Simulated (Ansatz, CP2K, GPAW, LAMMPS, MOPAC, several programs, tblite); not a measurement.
**Many methods on one cell: CdSe (4H polytype)**

CdSe built on the 4H polytype prototype, relaxed with r2SCAN in Ansatz, was computed with several methods. The symmetry is P6_3mc (No. 186, hexagonal); a = 4.339 Å, c = 14.159 Å in the conventional setting, 28.86 Å³ an atom. Cd has 4 Se at 2.65–2.66 Å; Cd has 4 Se at 2.66 Å; Se has 4 Cd at 2.66 Å; Se has 4 Cd at 2.65–2.66 Å. No spin polarisation and no zero-point or thermal motion; the cell was built from a prototype and may be hypothetical.

```
Cd Se
1.0
     4.33928    0.00000    0.00000
    -2.16964    3.75793    0.00000
     0.00000    0.00000   14.15870
Cd Se
4 4
Direct
  0.00000 0.00000 0.99980
  0.33333 0.66667 0.24996
  0.00000 0.00000 0.49980
  0.66667 0.33333 0.74996
  0.00000 0.00000 0.18750
  0.33333 0.66667 0.43774
  0.00000 0.00000 0.68750
  0.66667 0.33333 0.93774
```

Gaps and times are for a single point on this cell; volume and bulk modulus come from each method's own relaxation or energy curve at fixed shape, which is too stiff where a cell has free coordinates or axes. Times are rough, from shared hosts (Arm Neoverse V1), and each method has its own mesh and cell size. A dagger marks a closed or tiny gap in a crystal that DFT finds insulating: a failure of the method or a wrong SCF state. A double dagger marks a value from a curve with shape and coordinates held. PM6 (MOPAC), PM7 (MOPAC), GFN1-xTB (tblite), GFN2-xTB (tblite) treat a cluster of cells at its zone centre, which samples few k points: where these miss a band edge, the gap comes out too large for that reason alone. Gaps from k meshes are read at a limited set of points (mesh, symmetry points, PBE's band edges), so each method's own least gap may be somewhat smaller. Force fields have no electrons; where one was fitted to this phase, its volume and modulus reflect the fit. xTB and the PM methods were fitted mostly to molecules, and can miss a solid's gap by electronvolts. Minimal bases can be far off for gaps. GLLB-SC's gap includes the derivative discontinuity. d marks a direct gap, i an indirect one (no mark: not told apart), a dash a value that wasn't computed or didn't pass its checks.

```json
{"method": "CdTeZnSeHgS0.sw (LAMMPS)", "kind": "force field", "gap (eV)": "–", "own volume (Å³/atom)": "27.68", "bulk modulus (GPa)": "54‡", "atoms computed": "8", "processor time": "0.11 s"}
{"method": "CdTeSe.bop.table (LAMMPS)", "kind": "force field", "gap (eV)": "–", "own volume (Å³/atom)": "27.60", "bulk modulus (GPa)": "56‡", "atoms computed": "8", "processor time": "0.13 s"}
{"method": "PM7 (MOPAC)", "kind": "semi-empirical", "gap (eV)": "4.35", "own volume (Å³/atom)": "31.43‡", "bulk modulus (GPa)": "96‡", "atoms computed": "72", "processor time": "2.5 s"}
{"method": "PM6 (MOPAC)", "kind": "semi-empirical", "gap (eV)": "2.43", "own volume (Å³/atom)": "–", "bulk modulus (GPa)": "–", "atoms computed": "72", "processor time": "2.6 s"}
{"method": "GFN1-xTB (tblite)", "kind": "tight binding", "gap (eV)": "0.00†", "own volume (Å³/atom)": "29.91‡", "bulk modulus (GPa)": "38‡", "atoms computed": "72", "processor time": "3 s"}
{"method": "GFN2-xTB (tblite)", "kind": "tight binding", "gap (eV)": "2.76", "own volume (Å³/atom)": "31.39‡", "bulk modulus (GPa)": "22‡", "atoms computed": "72", "processor time": "4.9 s"}
{"method": "light PBE (260 eV and a coarse mesh)", "kind": "light plane-wave", "gap (eV)": "0.59 d", "own volume (Å³/atom)": "–", "bulk modulus (GPa)": "–", "atoms computed": "8", "processor time": "11 s"}
{"method": "PBE/SZV (CP2K)", "kind": "small basis", "gap (eV)": "0.82 d", "own volume (Å³/atom)": "31.41‡", "bulk modulus (GPa)": "44‡", "atoms computed": "8", "processor time": "16 s"}
{"method": "PBE/DZVP (CP2K)", "kind": "small basis", "gap (eV)": "0.58 d", "own volume (Å³/atom)": "30.22‡", "bulk modulus (GPa)": "44‡", "atoms computed": "8", "processor time": "46 s"}
{"method": "PBE", "kind": "semilocal", "gap (eV)": "0.58 d", "own volume (Å³/atom)": "29.75", "bulk modulus (GPa)": "45‡", "atoms computed": "8", "processor time": "80 s"}
{"method": "r2SCAN", "kind": "semilocal", "gap (eV)": "1.07 d", "own volume (Å³/atom)": "28.86", "bulk modulus (GPa)": "51‡", "atoms computed": "8", "processor time": "2.6 min"}
{"method": "GLLB-SC (GPAW)", "kind": "model potential", "gap (eV)": "1.43", "own volume (Å³/atom)": "–", "bulk modulus (GPa)": "–", "atoms computed": "8", "processor time": "3.2 min"}
```

Against r2SCAN (1.07 eV) and with closed or daggered gaps left aside, the nearest gap at the points sampled is that of PBE/SZV (CP2K) (-0.25 eV) and the farthest that of PM7 (MOPAC) (+3.28 eV). r2SCAN is only a yardstick of convenience: semilocal gaps usually lie below measured ones, which GLLB-SC and hybrids aim to mend.

Volumes against r2SCAN's: CdTeZnSeHgS0.sw (LAMMPS) -4.1 %, CdTeSe.bop.table (LAMMPS) -4.4 %, PBE +3.1 %.

Spin-orbit coupling is left out.
